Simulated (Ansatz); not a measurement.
# AlBF3: the cost of one run

Computed with Ansatz 0.2.0 (DFT unrestricted B3LYP, Gaussian basis cc-pV(T+d)Z, unless a step's input says otherwise).

**1. The starting structure**

Bond lengths: B1–Al2 2.082 Å, B1–F3 1.318 Å, B1–F4 1.345 Å, Al2–F5 1.672 Å. Angles: B1–Al2–F5 142.2°, Al2–B1–F3 119.9°, Al2–B1–F4 118.9°, F3–B1–F4 121.2°.

Structure file:

```xyz
5

B     0.0162   -0.0061   -0.0053
Al   -0.0107    0.0087    2.0770
F     1.1674   -0.0076   -0.6468
F    -1.1525    0.0146   -0.6706
F     0.9968   -0.0038    3.4113
```

**2. Relaxing the atoms: AlBF3**

File input.yaml:

```yaml
relax:
  f_tol: 0.001
  max_steps: 200
crystal:
  periodic: [false, false, false]
  atoms:
    - { symbol: B, position_ang: [0.016243, -0.006118, -0.005282] }
    - { symbol: Al, position_ang: [-0.01073, 0.008654, 2.076985] }
    - { symbol: F, position_ang: [1.167448, -0.007612, -0.64681] }
    - { symbol: F, position_ang: [-1.152494, 0.014621, -0.670601] }
    - { symbol: F, position_ang: [0.996776, -0.003841, 3.411338] }
magnetization:
  spin_polarized: true
  initial_magnetization: 1
basis:
  gaussian: { orbitals: "cc-pV(T+d)Z.json" }
hamiltonian:
  xc: { name: B3LYP }
accuracy: high
```

The run is started by

```console
> ansatz run input.yaml --threads 4 --pin off --max-ram 8192MiB --backend cpu --events-out ev --progress --plain --runs-dir out
```

Q: Estimate wall time and peak memory on 4 threads of Intel Xeon Platinum 8488C (Sapphire Rapids), shared host.

About 3 min, with a peak of 0.91 GiB.
